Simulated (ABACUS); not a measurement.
Runs of ABACUS 3.10.1 on HPbNO4. The structure is orthorhombic, space group Pmmn (No. 59). Conventional cell: a = 4.925 Å, b = 5.597 Å, c = 7.243 Å, α = 90.00°, β = 90.00°, γ = 90.00°. Around H (site symmetry mm2) lie 1 O at 0.97 Å. Pb (site symmetry mm2) is surrounded by 6 O at 2.55 to 2.80 Å. Around N (site symmetry mm2) lie 3 O at 1.22 to 1.29 Å. Around O (site symmetry mm2) lie 1 H at 0.97 Å. O (site symmetry m) is surrounded by 1 N at 1.29 Å. Around O (site symmetry mm2) lie 1 N at 1.22 Å. The cell was built by a generator and needn't be a form met in nature.

| level | V0 of scaled cells (Å³/atom) | B0 (GPa) |
| --- | --- | --- |
| PBEsol | 14.50 | 92 |
| WC | 14.52 | (a) |
| r2SCAN | (c) | 94 |
| LDA | 14.22 | (b) |
| SOGGA | 14.43 | 93 |
| PBE | 14.85 | (d) |

Alike in all rows: task equation of state; potentials or basis SG15 ONCV 1.2 PBE, DZP LCAO (the cutoffs set its grid); no spin polarisation; cell as given; k mesh 4 × 4 × 3; cutoff (eV) 1361; smearing fermi-dirac 0.05 eV.

**Question.** Fill in the values left out.

**Answer.** (a) 90; (b) 97; (c) 14.29; (d) 86.

Caveats: the atomic orbitals were generated for these runs and aren't a published set; the cell was scaled at fixed shape and fractional positions, which overstates the stiffness of a crystal with free parameters, most of all of layers and chains; the basis of atomic orbitals isn't converged, which shifts pressures, moduli and gaps; the potentials were made for another functional, which shifts forces and pressure (some runs).
